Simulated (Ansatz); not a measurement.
# SrIr2: further runs on the relaxed cell

One table from this session's results is given with a row withheld; the runs are named, their logs left out.

Program: Ansatz 0.2.0. Level of theory: DFT r2SCAN, scalar-relativistic, plane waves, PAW. These are calculated values, not measurements.

2 further runs of the same task are left out: 2 set aside as unsound or not needed.

## The system as given

Symmetry: Fd-3m, No. 227, cubic system. The conventional cell has a = 7.697 Å, b = 7.697 Å, c = 7.697 Å, α = 90.00°, β = 90.00°, γ = 90.00°. Sr (site symmetry -43m) has 12 Ir at 3.19 Å and 4 Sr at 3.33 Å in its first shell of neighbours. Around Ir (site symmetry -3m) lie 6 Ir at 2.72 Å and 6 Sr at 3.19 Å.

Coordinates:

```xyz
6
Lattice="0.0000 3.8483 3.8483 3.8483 0.0000 3.8483 3.8483 3.8483 0.0000" Properties=species:S:1:pos:R:3 pbc="T T T"
Sr    3.8483    3.8483    3.8483
Sr    5.7725    5.7725    5.7725
Ir    0.9621    0.9621    0.9621
Ir    0.9621    2.8863    2.8863
Ir    2.8863    2.8863    0.9621
Ir    2.8863    0.9621    2.8863
```

This cell was relaxed beforehand with the same method: volume 19.00 Å³/atom, gap on the mesh none (metal).

The first run:

input.yaml reads:

```yaml
crystal:
  lattice:
    - [0.0, 3.8483451516, 3.8483451516]
    - [3.8483451516, 0.0, 3.8483451516]
    - [3.8483451516, 3.8483451516, 0.0]
  atoms:
    - { symbol: Sr, position: [0.5, 0.5, 0.5] }
    - { symbol: Sr, position: [0.75, 0.75, 0.75] }
    - { symbol: Ir, position: [0.125, 0.125, 0.125] }
    - { symbol: Ir, position: [0.625, 0.125, 0.125] }
    - { symbol: Ir, position: [0.125, 0.125, 0.625] }
    - { symbol: Ir, position: [0.125, 0.625, 0.125] }
basis:
  ecutwfc: 500
kpoints:
  mp_grid: { grid: [8, 8, 8] }
  band_path:
    path:
      - [[0.0, 0.0, 0.0], [0.5, 0.0, 0.5], [0.625, 0.25, 0.625]]
      - [[0.375, 0.375, 0.75], [0.0, 0.0, 0.0], [0.5, 0.5, 0.5], [0.5, 0.25, 0.75], [0.5, 0.0, 0.5]]
    npoints: 14
hamiltonian:
  xc: r2scan
scf:
  occupations: { method: gaussian, width: 0.1 }
  n_extra_bands: 15
output:
  forces: true
  stress: true
  eigenvalues: true
  populations: true
  dos: { projected: true, de: 0.02, nscf_kmesh: { grid: [12, 12, 12] } }
  bader: true
  write_density: true
  write_potential: true
  elf: true
  volumetric_format: npy
```

Run with:

```console
$ ansatz run input.yaml --threads 1 --pin off --max-ram 2560MiB --backend cpu --events-out ev --progress --plain --runs-dir out
```

Among the steps run: Bands, states and charges; Back to the database's cell; Volume × 0.97; The cell scaled to 1.03 of its volume; Volume × 0.94; Point at V/V0 = 1.06; Point at V/V0 = 0.91; The cell scaled to 1.10 of its volume; Point at V/V0 = 0.88.

One table of the session follows, with a row left open; its other results are not shown here.

It belongs to the step «Equation of state». 

```
volume (Å³/atom)  energy above the lowest point (meV/atom)  pressure (GPa)
          16.718                                     175.4           27.91
          17.288                                      92.5           19.03
          17.858                                      38.6           11.57
          18.428                                         ?               ?
          18.998                                       0.0            0.00
          19.568                                       8.2           -4.45
          20.138                                      31.0           -8.18
          20.897                                      79.9          -12.24
```

Q: Estimate the row for volume (Å³/atom) = 18.428 from the others.

Worked estimate for «energy above the lowest point (meV/atom)». A straight line through the neighbours (17.858, 38.6) and (18.998, 0.0) gives 38.6 + (0.0 − 38.6) × (18.428 − 17.858) / (18.998 − 17.858) = 19.3; a parabola fitted to 4 rows on both sides gives 9.0.

The run gave: energy above the lowest point (meV/atom): 9.0; pressure (GPa): 5.29. In «energy above the lowest point (meV/atom)» the line misses by +10.3 and the parabola by 0.0.
